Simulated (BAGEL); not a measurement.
# CH4BN2Si− (SMILES N#CB(N)[SiH2-]) at HF/6-31G(d) (density fitting with qzvpp-jkfit, spherical functions)

What is the vertical ionisation energy of CH4BN2Si− at HF/6-31G* (density fitting with qzvpp-jkfit, spherical functions)? 

The calculation is run with BAGEL 1.2.2.

2 further runs of the same task are left out: 1 that didn't finish, 1 set aside as unsound or not needed. Runs told in other sessions of the task aren't counted.

## Step 1: The molecule

CH4BN2Si−: 9 atoms, total charge -1, spin state singlet. SMILES: `N#CB(N)[SiH2-]`. The shape is that of a GFN2-xTB optimisation. This is one conformer, not always the lowest.

Bond lengths: N1–C2 1.167 Å, C2–B3 1.503 Å, B3–N4 1.485 Å, B3–Si5 1.848 Å, N4–H6 1.010 Å, N4–H7 1.010 Å, Si5–H8 1.470 Å, Si5–H9 1.479 Å. Angles: N1–C2–B3 178.4°, C2–B3–N4 116.1°, C2–B3–Si5 120.2°, N4–B3–Si5 123.7°, B3–N4–H6 117.7°, B3–N4–H7 117.1°, B3–Si5–H8 128.7°, B3–Si5–H9 127.0°, H6–N4–H7 110.2°, H8–Si5–H9 104.3°.

## Step 2: A single-point energy at HF/6-31G(d) (density fitting with qzvpp-jkfit, spherical functions)

input.json reads:

```json
{ "bagel": [

{
  "title": "molecule",
  "basis": "6-31gs.json",
  "df_basis": "qzvpp-jkfit",
  "angstrom": true,
  "geometry": [
    { "atom": "N", "xyz": [    1.786680,   -2.206970,   -0.553010 ] },
    { "atom": "C", "xyz": [    1.132930,   -1.261000,   -0.353540 ] },
    { "atom": "B", "xyz": [    0.256570,   -0.065000,   -0.105960 ] },
    { "atom": "N", "xyz": [    0.570070,    1.151470,   -0.898590 ] },
    { "atom": "Si", "xyz": [   -1.096760,   -0.149090,    1.149720 ] },
    { "atom": "H", "xyz": [    1.028940,    1.025170,   -1.789760 ] },
    { "atom": "H", "xyz": [   -0.155730,    1.849580,   -0.976080 ] },
    { "atom": "H", "xyz": [   -1.445460,   -1.254520,    2.053800 ] },
    { "atom": "H", "xyz": [   -2.077240,    0.910360,    1.473410 ] }
  ]
},
{
  "title": "hf",
  "charge": -1
},
{
  "title": "print",
  "file": "orbitals.molden",
  "orbitals": true
}

]}
```

The basis set 6-31G* is read from a file made from the Basis Set Exchange's data (not shown).

Command:

```sh
$ BAGEL_NUM_THREADS=1 BAGEL input.json > input.out
```

The program printed:

```text
* using 1 threads per process

  ===============================================================
  ===============================================================

  *** Geometry ***

  { "atom" : "N", "xyz" : [      3.376336,     -4.170569,     -1.045037 ] },
  { "atom" : "C", "xyz" : [      2.140927,     -2.382945,     -0.668094 ] },
  { "atom" : "B", "xyz" : [      0.484847,     -0.122832,     -0.200235 ] },
  { "atom" : "N", "xyz" : [      1.077276,      2.175963,     -1.698089 ] },
  { "atom" : "Si", "xyz" : [     -2.072576,     -0.281739,      2.172656 ] },
  { "atom" : "H", "xyz" : [      1.944415,      1.937291,     -3.382156 ] },
  { "atom" : "H", "xyz" : [     -0.294287,      3.495200,     -1.844524 ] },
  { "atom" : "H", "xyz" : [     -2.731524,     -2.370699,      3.881120 ] },
  { "atom" : "H", "xyz" : [     -3.925415,      1.720331,      2.784341 ] },

  Number of auxiliary basis functions:      504

  Since a DF basis is specified, we compute 2- and 3-index integrals:
    o Being stored without compression. Storage requirement is 0.027 GB

  Number of basis functions:       82
  Number of electrons      :       43

    * METHOD: MOLECULE                             0.28

  *** RHF ***

  === Nuclear Repulsion ===
   167.2221126352

      * DIIS with orbital gradients will be used.

  === RHF iteration (6-31gs.json) ===
      0       -462.27905356          0.02468986           0.07
      1       -462.52376821          0.01787523           0.07
      2       -462.68163336          0.00309490           0.07
      3       -462.68735462          0.00201570           0.07
      4       -462.68961568          0.00036390           0.07
      5       -462.68984115          0.00018235           0.07
      6       -462.68989253          0.00008923           0.06
      7       -462.68991135          0.00002865           0.07
      8       -462.68991273          0.00001616           0.07
      9       -462.68991317          0.00000734           0.07
     10       -462.68991327          0.00000387           0.07
     11       -462.68991329          0.00000217           0.07
     12       -462.68991330          0.00000063           0.06
     13       -462.68991330          0.00000028           0.06
     14       -462.68991330          0.00000010           0.06
     15       -462.68991330          0.00000006           0.07
     16       -462.68991330          0.00000002           0.07
     17       -462.68991330          0.00000001           0.07
    * SCF iteration converged.

    * Permanent dipole moment:
           (   -0.100920,    -1.004643,     1.080490) a.u.

    * METHOD: HF                                   1.39

    * METHOD: PRINT                                0.02

  ===============================================================
```

It took 1.8 s on 1 thread of Arm Neoverse V1, shared host; peak memory 0.12 GiB.

## Step 3: Doublet neutral CH4BN2Si at the same level

input.json reads:

```json
{ "bagel" : [

{
  "title" : "molecule",
  "basis" : "6-31gs.json",
  "df_basis" : "qzvpp-jkfit",
  "angstrom" : true,
  "geometry" : [
    { "atom" : "N", "xyz" : [       1.786680,      -2.206970,      -0.553010 ] },
    { "atom" : "C", "xyz" : [       1.132930,      -1.261000,      -0.353540 ] },
    { "atom" : "B", "xyz" : [       0.256570,      -0.065000,      -0.105960 ] },
    { "atom" : "N", "xyz" : [       0.570070,       1.151470,      -0.898590 ] },
    { "atom" : "Si", "xyz" : [      -1.096760,      -0.149090,       1.149720 ] },
    { "atom" : "H", "xyz" : [       1.028940,       1.025170,      -1.789760 ] },
    { "atom" : "H", "xyz" : [      -0.155730,       1.849580,      -0.976080 ] },
    { "atom" : "H", "xyz" : [      -1.445460,      -1.254520,       2.053800 ] },
    { "atom" : "H", "xyz" : [      -2.077240,       0.910360,       1.473410 ] }
  ]
},

{
  "title" : "uhf",
  "nopen" : 1
},

{
  "title" : "print",
  "file" : "orbitals.molden",
  "orbitals" : true
}

]}
```

The basis set 6-31G* is read from a file made from the Basis Set Exchange's data (not shown).

Command:

```sh
$ BAGEL_NUM_THREADS=1 BAGEL input.json > input.out
```

The program printed:

```text
* using 1 threads per process

  ===============================================================
  ===============================================================

  *** Geometry ***

  { "atom" : "N", "xyz" : [      3.376336,     -4.170569,     -1.045037 ] },
  { "atom" : "C", "xyz" : [      2.140927,     -2.382945,     -0.668094 ] },
  { "atom" : "B", "xyz" : [      0.484847,     -0.122832,     -0.200235 ] },
  { "atom" : "N", "xyz" : [      1.077276,      2.175963,     -1.698089 ] },
  { "atom" : "Si", "xyz" : [     -2.072576,     -0.281739,      2.172656 ] },
  { "atom" : "H", "xyz" : [      1.944415,      1.937291,     -3.382156 ] },
  { "atom" : "H", "xyz" : [     -0.294287,      3.495200,     -1.844524 ] },
  { "atom" : "H", "xyz" : [     -2.731524,     -2.370699,      3.881120 ] },
  { "atom" : "H", "xyz" : [     -3.925415,      1.720331,      2.784341 ] },

  Number of auxiliary basis functions:      504

  Since a DF basis is specified, we compute 2- and 3-index integrals:
    o Being stored without compression. Storage requirement is 0.027 GB

  Number of basis functions:       82
  Number of electrons      :       43

    * METHOD: MOLECULE                             0.28

  *** Open-shell HF ***

  === Nuclear Repulsion ===
   167.2221126352

      * DIIS with orbital gradients will be used.

  === UHF iteration (6-31gs.json) ===
      0       -462.32560070          0.04576996           0.13
      1       -462.52397402          0.03639377           0.13
      2       -462.57466829          0.03062452           0.14
      3       -462.67117615          0.00332389           0.14
      4       -462.67379752          0.00145684           0.14
      5       -462.67493767          0.00055937           0.14
      6       -462.67535249          0.00032781           0.14
      7       -462.67553665          0.00016631           0.14
      8       -462.67560133          0.00004996           0.14
      9       -462.67560903          0.00003300           0.14
     10       -462.67561327          0.00001955           0.14
     11       -462.67562114          0.00001150           0.14
     12       -462.67562683          0.00000897           0.14
     13       -462.67563287          0.00000822           0.14
     14       -462.67563881          0.00000757           0.14
     15       -462.67565177          0.00000668           0.14
     16       -462.67567892          0.00000537           0.15
     17       -462.67568991          0.00000442           0.15
     18       -462.67570147          0.00000339           0.14
     19       -462.67570539          0.00000090           0.14
     20       -462.67570638          0.00000080           0.14
     21       -462.67570662          0.00000045           0.14
     22       -462.67570681          0.00000042           0.14
     23       -462.67570704          0.00000042           0.14
     24       -462.67570720          0.00000042           0.14
     25       -462.67570736          0.00000042           0.14
     26       -462.67570726          0.00000040           0.14
     27       -462.67570718          0.00000042           0.14
     28       -462.67570751          0.00000040           0.14
     29       -462.67570779          0.00000037           0.15
     30       -462.67570814          0.00000031           0.15
     31       -462.67570819          0.00000017           0.15
     32       -462.67570819          0.00000014           0.14
     33       -462.67570819          0.00000012           0.14
     34       -462.67570819          0.00000008           0.13
     35       -462.67570819          0.00000003           0.13
     36       -462.67570819          0.00000001           0.13
     37       -462.67570819          0.00000001           0.14
    * SCF iteration converged.

    * S^2 (UHF) is 0.7856

    * Permanent dipole moment:
           (    0.979822,    -1.216460,     0.226057) a.u.

    * METHOD: UHF                                  5.51

    * METHOD: PRINT                                0.02

  ===============================================================
```

Wall time 6 s (1 thread of Arm Neoverse V1, shared host); peak memory 0.12 GiB.

## Step 4: What came out

At HF/6-31G* (density fitting with qzvpp-jkfit, spherical functions):

| quantity | value |
| --- | --- |
| singlet CH4BN2Si−: total energy | -462.68991 Eh |
| singlet CH4BN2Si−: HOMO energy | -1.18 eV |
| singlet CH4BN2Si−: LUMO energy | 7.66 eV |
| singlet CH4BN2Si−: HOMO–LUMO gap (to an unbound level, set by the basis) | 8.84 eV |
| doublet neutral CH4BN2Si: total energy | -462.67571 Eh |
| doublet neutral CH4BN2Si: dipole moment | 4.01 D |
| doublet neutral CH4BN2Si: ⟨S²⟩ | 0.786 |
| vertical detachment energy (to the doublet neutral) | 0.387 eV |

Removing an electron at fixed nuclei costs 0.39 eV (37.3 kJ/mol). The negative HOMO energy of the first species, 1.18 eV, lies 0.80 eV above that difference.
